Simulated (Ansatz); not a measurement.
# C4H13BO: small, medium and large basis sets

Aim: see how fast density functionals converge with the basis set for C4H13BO.

Computed with Ansatz 0.2.0, Gaussian basis. Level: one geometry, several basis sets.

Plan: PBE0-D4/def2-SVP; ωB97M-V/def2-SVP; PBE0-D4/def2-QZVPP; ωB97M-V/def2-QZVPP; the functionals' def2-TZVPP values are taken from earlier runs.

1 further run of the same task is left out (it didn't finish). Runs told in other sessions of the task aren't counted.

## 1. The relaxed structure

The geometry comes from an earlier relaxation with PBE0-D4 in a triple-zeta def2 set; it is a stationary point, not always the lowest conformer.

19 atoms, charge 0, spin multiplicity 1.

Atoms are counted from 1 here; the program's logs count them from 0.

Bond lengths: C1–B2 1.600 Å, C1–H7 1.096 Å, C1–H8 1.096 Å, C1–H9 1.097 Å, B2–C3 1.596 Å, B2–O4 1.720 Å, B2–H10 1.215 Å, C3–H11 1.096 Å, C3–H12 1.097 Å, C3–H13 1.095 Å, O4–C5 1.422 Å, O4–C6 1.422 Å, C5–H14 1.087 Å, C5–H15 1.094 Å, C5–H16 1.092 Å, C6–H17 1.086 Å, C6–H18 1.093 Å, C6–H19 1.092 Å. Angles: B2–C1–H7 107.8°, B2–C1–H8 114.8°, B2–C1–H9 114.0°, H7–C1–H8 105.7°, H7–C1–H9 105.9°, H8–C1–H9 107.8°, C1–B2–C3 116.7°, C1–B2–O4 106.6°, C1–B2–H10 114.3°, C3–B2–O4 104.9°, C3–B2–H10 113.8°, O4–B2–H10 98.0°, B2–C3–H11 107.9°, B2–C3–H12 114.8°, B2–C3–H13 113.4°, H11–C3–H12 105.8°, H11–C3–H13 106.2°, H12–C3–H13 108.1° and more.

Geometry (Å):

```xyz
19

C    -0.2864   -1.7251   -0.3478
B     0.7305   -0.4927   -0.4385
C     1.9235   -0.4680    0.6221
O    -0.1843    0.9255   -0.1074
C    -1.0662    1.3215   -1.1496
C    -0.7936    0.9993    1.1754
H     0.2534   -2.6290   -0.6516
H    -1.1525   -1.6575   -1.0158
H    -0.6580   -1.9232    0.6651
H     1.0745   -0.2112   -1.5696
H     2.6652   -1.2127    0.3120
H     1.6355   -0.7417    1.6447
H     2.4507    0.4910    0.6618
H    -0.5023    1.2606   -2.0764
H    -1.9309    0.6536   -1.1948
H    -1.3942    2.3469   -0.9653
H    -0.0428    0.7060    1.9039
H    -1.6521    0.3247    1.2307
H    -1.1118    2.0278    1.3576
```

## 2. PBE0-D4 in def2-SVP

Input file in.yaml:

```yaml
crystal:
  periodic: [false, false, false]
  atoms:
    - {symbol: C, position_ang: [-0.286441, -1.725109, -0.347849]}
    - {symbol: B, position_ang: [0.730542, -0.492747, -0.438520]}
    - {symbol: C, position_ang: [1.923549, -0.467986, 0.622074]}
    - {symbol: O, position_ang: [-0.184258, 0.925547, -0.107383]}
    - {symbol: C, position_ang: [-1.066202, 1.321525, -1.149580]}
    - {symbol: C, position_ang: [-0.793577, 0.999318, 1.175383]}
    - {symbol: H, position_ang: [0.253403, -2.629020, -0.651612]}
    - {symbol: H, position_ang: [-1.152528, -1.657492, -1.015799]}
    - {symbol: H, position_ang: [-0.658005, -1.923207, 0.665108]}
    - {symbol: H, position_ang: [1.074479, -0.211172, -1.569641]}
    - {symbol: H, position_ang: [2.665229, -1.212703, 0.312010]}
    - {symbol: H, position_ang: [1.635521, -0.741665, 1.644706]}
    - {symbol: H, position_ang: [2.450733, 0.490955, 0.661771]}
    - {symbol: H, position_ang: [-0.502270, 1.260559, -2.076365]}
    - {symbol: H, position_ang: [-1.930864, 0.653591, -1.194792]}
    - {symbol: H, position_ang: [-1.394218, 2.346865, -0.965312]}
    - {symbol: H, position_ang: [-0.042807, 0.705953, 1.903850]}
    - {symbol: H, position_ang: [-1.652149, 0.324653, 1.230659]}
    - {symbol: H, position_ang: [-1.111839, 2.027834, 1.357589]}
basis:
  gaussian: {orbitals: def2-SVP}
hamiltonian: {xc: pbe0, dispersion: d4}
output: {orbitals: {seedname: orbitals}}
```

Command:

```bash
> ansatz run in.yaml --threads 4 --pin off --events-out ev --progress --plain --max-ram 11315MiB
```

The runs that follow: ωB97M-V in def2-SVP; PBE0-D4 in def2-QZVPP; ωB97M-V in def2-QZVPP.

**Question.** What will the summary of the whole plan be? Wanted: PBE0-D4: double and triple zeta above quadruple; ωB97M-V: double and triple zeta above quadruple.

As calculated:

| quantity | value |
| --- | --- |
| PBE0-D4: double and triple zeta above quadruple | 8.30, 0.41 eV |
| ωB97M-V: double and triple zeta above quadruple | 8.77, 0.40 eV |

For PBE0-D4 the step from double to triple zeta gains 7.89 eV and the next only 0.41 eV. Total energies overstate the basis error of differences, where much of it tends to cancel. The LUMO of ωB97M-V is positive and keeps falling with the basis (3.06 to 1.53 eV): an unbound level that the basis holds in place.
